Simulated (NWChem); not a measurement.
# CuH2OF (SMILES [OH2+][Cu-][F]) at 4 levels

Wanted: a comparison of 4 runs (M06-2X/def2-SVPD, M06-2X/def2-TZVP, M06-2X/def2-SVP, M06-2X/def2-TZVPD) of CuH2OF. 

The results are computed with NWChem 7.3.0.

**1. The structure to begin with**

CuH2OF: 5 atoms, total charge 0, spin state singlet. SMILES: `[OH2+][Cu-][F]`. The coordinates come from a PBE0-D4/def2-TZVP relaxation. This is one conformer, not always the lowest.

Bond lengths: O1–Cu2 1.925 Å, Cu2–F3 1.755 Å, O1–H4 0.963 Å, O1–H5 0.963 Å. Angles: O1–Cu2–F3 180.0°, Cu2–O1–H4 114.2°, Cu2–O1–H5 114.2°, H4–O1–H5 107.1°.

**2. Energy and gradient at M06-2X/def2-SVPD (run 1)**

Contents of mol.nw:

```
start mol
memory total 2200 mb

geometry units angstrom noautosym nocenter noautoz
 O     -0.782600     0.255300    -0.512100
 Cu     0.739500    -0.565800     0.333300
 F      2.126600    -1.315400     1.103300
 H     -1.468100     0.540600     0.100800
 H     -0.565500     1.011500    -1.066900
end

basis spherical bse
 O library def2-SVPD
 Cu library def2-SVPD
 F library def2-SVPD
 H library def2-SVPD
end

dft
 xc m06-2x
 grid fine
 convergence energy 1e-08
 iterations 100
 mulliken
 print low
end

task dft gradient
```

Launch:

```sh
$ nwchem mol.nw > mol.out
```

Output:

```text
[...]
 d= 0,ls=0.0,diis     1  -1816.1450829803 -1.99D+03  5.76D-02  2.30D+00     1.9
[...]
 d= 0,ls=0.5,diis    28  -1816.3660728603 -4.36D-09  1.30D-06  3.60D-09    40.3
         Total DFT energy =    -1816.366072862045
      One electron energy =    -2885.199660522798
           Coulomb energy =      979.136806837639
    Exchange-Corr. energy =      -86.942590607077
 Nuclear repulsion energy =      176.639371430191
[...]
      Total Density - Mulliken Population Analysis
     ---------------------------------------------
    Atom       Charge   Shell Charges
 -----------   ------   -------------------------------------------------------
    1 O    8     8.40   1.99  1.06  0.59  0.11  2.90  1.64  0.08  0.01  0.02
    2 Cu  29    28.28   2.00  2.00  2.00  0.49  0.02  6.00  6.01  0.10 -0.02  7.87  1.82  0.00
    3 F    9     9.78   1.99  1.11  0.83  0.04  3.31  2.16  0.31  0.00  0.01
    4 H    1     0.77   0.68  0.00  0.07  0.02
    5 H    1     0.77   0.68  0.00  0.07  0.02
[...]
                         DFT ENERGY GRADIENTS
    atom               coordinates                        gradient
                 x          y          z           x          y          z
   1 O      -1.478900   0.482447  -0.967729    0.004951  -0.003052   0.002495
   2 Cu      1.397452  -1.069207   0.629846    0.005426  -0.001920   0.003419
   3 F       4.018691  -2.485746   2.084935   -0.012975   0.006806  -0.007285
   4 H      -2.774307   1.021586   0.190484    0.002153  -0.000439  -0.000434
   5 H      -1.068640   1.911458  -2.016149    0.000445  -0.001395   0.001805
 Task  times  cpu:       49.4s     wall:       49.4s
 Total times  cpu:       49.4s     wall:       49.4s
```

Wall time 50 s (1 thread of Intel Xeon Platinum 8488C (Sapphire Rapids), shared host); peak memory 0.13 GiB.

**3. Energy and gradient at M06-2X/def2-TZVP (run 2)**

Contents of cufh2o.nw:

```
start cufh2o
memory total 2200 mb
charge 0

geometry noautosym nocenter noautoz
  O    -0.782600    0.255300   -0.512100
  Cu    0.739500   -0.565800    0.333300
  F     2.126600   -1.315400    1.103300
  H    -1.468100    0.540600    0.100800
  H    -0.565500    1.011500   -1.066900
end

basis "ao basis" spherical bse
  * library def2-TZVP
end

dft
  xc m06-2x
  grid fine
  convergence energy 1e-08
  iterations 100
  mulliken
  print low
end

task dft gradient
```

Launch:

```sh
$ nwchem cufh2o.nw > cufh2o.out
```

Output:

```text
[...]
 d= 0,ls=0.0,diis     1  -1816.5640480625 -1.99D+03  2.22D-02  3.17D+00     3.3
[...]
 d= 0,ls=0.5,diis    25  -1816.7949587931 -4.17D-09  7.90D-07  1.64D-08    59.8
         Total DFT energy =    -1816.794958794889
      One electron energy =    -2886.178626149726
           Coulomb energy =      979.746958161160
    Exchange-Corr. energy =      -87.002662236514
 Nuclear repulsion energy =      176.639371430191
[...]
      Total Density - Mulliken Population Analysis
     ---------------------------------------------
    Atom       Charge   Shell Charges
 -----------   ------   -------------------------------------------------------
    1 O    8     8.64   0.79  1.18  0.57  0.90  0.31  1.91  1.97  0.98  0.00  0.02  0.00
    2 Cu  29    28.49   2.00  2.00  1.20  0.79  0.45  0.03  5.99  4.81  1.20  0.15  5.49  3.05  1.20  0.13  0.00
    3 F    9     9.63   0.77  1.20  0.61  0.94  0.45  2.25  2.15  1.25  0.00  0.00  0.00
    4 H    1     0.62   0.25  0.30  0.02  0.05
    5 H    1     0.62   0.25  0.30  0.02  0.05
[...]
                         DFT ENERGY GRADIENTS
    atom               coordinates                        gradient
                 x          y          z           x          y          z
   1 O      -1.478900   0.482447  -0.967729    0.005452  -0.004159   0.002436
   2 Cu      1.397452  -1.069207   0.629846    0.003211  -0.000870   0.002130
   3 F       4.018691  -2.485746   2.084935   -0.010563   0.005559  -0.005923
   4 H      -2.774307   1.021586   0.190484    0.001466   0.000036  -0.000003
   5 H      -1.068640   1.911458  -2.016149    0.000434  -0.000566   0.001359
 Task  times  cpu:       75.0s     wall:       75.0s
 Total times  cpu:       75.0s     wall:       75.0s
```

Wall time 76 s (1 thread of Intel Xeon Platinum 8488C (Sapphire Rapids), shared host); peak memory 0.13 GiB.

Run 3 isn't shown in full; the table further down has it.

**4. Energy and gradient at M06-2X/def2-TZVPD (run 4)**

Contents of sp.nw:

```
START sp
memory 2200 mb
GEOMETRY units angstroms noautosym nocenter noautoz
   O    -0.782600    0.255300   -0.512100
   Cu    0.739500   -0.565800    0.333300
   F     2.126600   -1.315400    1.103300
   H    -1.468100    0.540600    0.100800
   H    -0.565500    1.011500   -1.066900
END
BASIS spherical bse
   * library def2-TZVPD
END
DFT
   xc m06-2x
   mult 1
   grid fine
   convergence energy 1e-08
   iterations 100
   mulliken
   noprint "final vectors analysis"
END
TASK dft gradient
```

Launch:

```sh
$ nwchem sp.nw > sp.out
```

Output:

```text
[...]
          Wavefunction type:  closed shell.
          No. of atoms     :     5
          No. of electrons :    48
[...]
          Charge           :     0
          Spin multiplicity:     1
[...]
          AO basis - number of functions:   146
[...]
              XC Information
              --------------
                       M06-2X Method XC Functional
                     Hartree-Fock (Exact) Exchange  0.540
                        M06-2X Exchange Functional  1.000
                      M06-2X Correlation Potential  1.000
[...]
 d= 0,ls=0.0,diis     1  -1816.5666031475 -1.99D+03  4.04D-02  3.19D+00     5.1
[...]
 d= 0,ls=0.5,diis    28  -1816.7995549523 -6.21D-09  1.31D-06  6.34D-09   109.5
         Total DFT energy =    -1816.799554954939
      One electron energy =    -2886.067133127134
           Coulomb energy =      979.619980312997
    Exchange-Corr. energy =      -86.991773570993
 Nuclear repulsion energy =      176.639371430191
[...]
      Total Density - Mulliken Population Analysis
     ---------------------------------------------
    Atom       Charge   Shell Charges
 -----------   ------   -------------------------------------------------------
    1 O    8     8.66   0.79  1.18  0.58  0.89  0.31 -0.04  1.91  1.97  1.00  0.04  0.00  0.02  0.01  0.00
    2 Cu  29    28.36   2.00  2.00  1.20  0.79  0.43  0.10  5.99  4.81  1.20  0.04  0.00  5.49  3.05  1.22  0.04  0.00
    3 F    9     9.80   0.77  1.20  0.61  0.93  0.48  0.01  2.25  2.14  1.28  0.12  0.00  0.00 -0.00  0.00
    4 H    1     0.59   0.25  0.29 -0.00  0.05  0.01
    5 H    1     0.59   0.25  0.29 -0.00  0.05  0.01
[...]
  wavefunction    = closed shell
                         DFT ENERGY GRADIENTS
    atom               coordinates                        gradient
                 x          y          z           x          y          z
   1 O      -1.478900   0.482447  -0.967729    0.005831  -0.002638   0.003343
   2 Cu      1.397452  -1.069207   0.629846    0.003020  -0.001152   0.001868
   3 F       4.018691  -2.485746   2.084935   -0.010755   0.005751  -0.005993
   4 H      -2.774307   1.021586   0.190484    0.001534  -0.000644  -0.000376
   5 H      -1.068640   1.911458  -2.016149    0.000369  -0.001316   0.001159
[...]
```

Wall time 2.3 min (1 thread of Intel Xeon Platinum 8488C (Sapphire Rapids), shared host); peak memory 0.14 GiB.

**5. All runs side by side**

```tsv
run	level	energy (Eh)	largest force (eV/Å)	wall time
1	M06-2X/def2-SVPD	-1816.366073	0.841	50 s
2	M06-2X/def2-TZVP	-1816.794959	0.685	76 s
3	M06-2X/def2-SVP	-1816.327575	0.312	14 s
4	M06-2X/def2-TZVPD	-1816.799555	0.699	2.3 min
```

**6. Summary of results**

| quantity | value |
| --- | --- |
| run 4: total energy | -1816.79955 Eh |
| run 4: dipole moment | 8.44 D |
| run 4: largest force on an atom | 0.699 eV/Å |

What this shows: Over the runs the total energy spans 12.843 eV. All runs together took 4.7 min, the longest 2.3 min.
